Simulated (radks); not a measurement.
# As¹⁷⁺ in [Ne] 3s2 3p4: an all-electron calculation

An exercise on one series of results from a longer session: the logs are not shown, and one member is left open.

Program: radks (a radial shooting solver on a logarithmic mesh, Libxc functionals) version 1. Level of theory: scalar-relativistic Kohn-Sham, XLYP, spin-unpolarised, spherical densities, finite nucleus. These are calculated values, not measurements, unless marked.

### Starting point

* element: arsenic (Z = 33)
* charge: +17
* electrons: 16
* configuration: [Ne] 3s2 3p4
* nuclear rms radius: 4.0968 fm

Outer shells as boxes (Hund's rule):

As¹⁷⁺
```
[Ne] core
3s [↑↓]
3p [↑↓][↑ ][↑ ]
```

The first run:

The run's settings:

```text
Z 33
configuration [Ne] 3s2 3p4
relativity scalar-relativistic
functional xlyp
spin unpolarised
nucleus finite rms 4.0968 fm
c 137.035999084
```

One of the session's tables, all rows but one given; the rest of the session is left out.

It belongs to the step «Orbitals and density». From the orbitals of this run (lengths in bohr):

| level | <r> | outermost maximum (interpolated) | 90 % within | nodes |
| --- | --- | --- | --- | --- |
| 1s | 0.04550 | 0.0297 | 0.0813 | 0 |
| 2s | ? | ? | ? | ? |
| 2p | 0.1755 | 0.136 | 0.286 | 0 |
| 3s | 0.5197 | 0.482 | 0.756 | 2 |
| 3p | 0.5116 | 0.470 | 0.759 | 1 |

**Question.** Estimate the row for 2s.

The run gave: <r>: 0.2011; outermost maximum (interpolated): 0.170; 90 % within: 0.310; nodes: 1. In the column «<r>» it lies between 2p (0.1755) and 3p (0.5116).

Caveats from the session: Spin polarisation and multiplet splitting are left out.
